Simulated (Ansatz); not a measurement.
# BiTe3: the cost of one run

Method: DFT PBE, scalar-relativistic, plane waves, PAW, in Ansatz 0.2.0.

1 further run of the same task is left out (it didn't finish). Runs told in other sessions of the task aren't counted.

## 1. The system as given

It takes space group Pm-3m (No. 221, cubic). The conventional cell has a = 6.041 Å, b = 6.041 Å, c = 6.041 Å, α = 90.00°, β = 90.00°, γ = 90.00°. Around Bi (site symmetry m-3m) lie 6 Te at 3.02 Å. Te (site symmetry 4/mmm) is surrounded by 2 Bi at 3.02 Å.

Coordinates:

```xyz
4
Lattice="6.0413 0.0000 0.0000 0.0000 6.0413 0.0000 0.0000 0.0000 6.0413" Properties=species:S:1:pos:R:3 pbc="T T T"
Bi    0.0000    0.0000    0.0000
Te    3.0206    0.0000    0.0000
Te    0.0000    0.0000    3.0206
Te    0.0000    3.0206    0.0000
```

This cell comes from an earlier session at PBE: 55.122 Å³/atom at 0.00 GPa, on a 6×6×6 mesh.

The changes: atom 3 (Te) moved 0.05 Å along y; atom 1 (Bi) moved 0.12 Å along z; strain e4 = +0.01, atoms carried along; strain e2 = +0.01, atoms carried along; all atoms moved at random (σ = 0.03 Å), cell strained at random (1 %); all atoms moved at random (σ = 0.1 Å), cell strained at random (1 %).

## 2. Atom 3 (Te) moved 0.05 Å along y

input.yaml reads:

```yaml
crystal:
  lattice:
    - [6.0412745303, 0.0, 0.0]
    - [0.0, 6.0412745303, 0.0]
    - [0.0, 0.0, 6.0412745303]
  atoms:
    - { symbol: Bi, position: [0.0, 0.0, 0.0] }
    - { symbol: Te, position: [0.5, 0.0, 0.0] }
    - { symbol: Te, position: [0.0, 0.0082763993, 0.5] }
    - { symbol: Te, position: [0.0, 0.5, 0.0] }
basis:
  ecutwfc: 420
  ecutrho_ratio: 4
kpoints:
  mp_grid: { grid: [6, 6, 6] }
hamiltonian:
  xc: pbe
scf:
  occupations: { method: gaussian, width: 0.05 }
output:
  forces: true
  stress: true
  eigenvalues: true
  write_density: true
  write_potential: true
  elf: true
  volumetric_format: npy
```

Run with:

```console
> ansatz run input.yaml --threads 2 --pin off --max-ram 2662MiB --backend cpu --events-out ev --progress --plain --runs-dir out
```

**Question.** How long does this run take on 2 threads of Arm Neoverse V2, shared host, and how much memory does it need?

About 28 s, with a peak of 0.68 GiB.
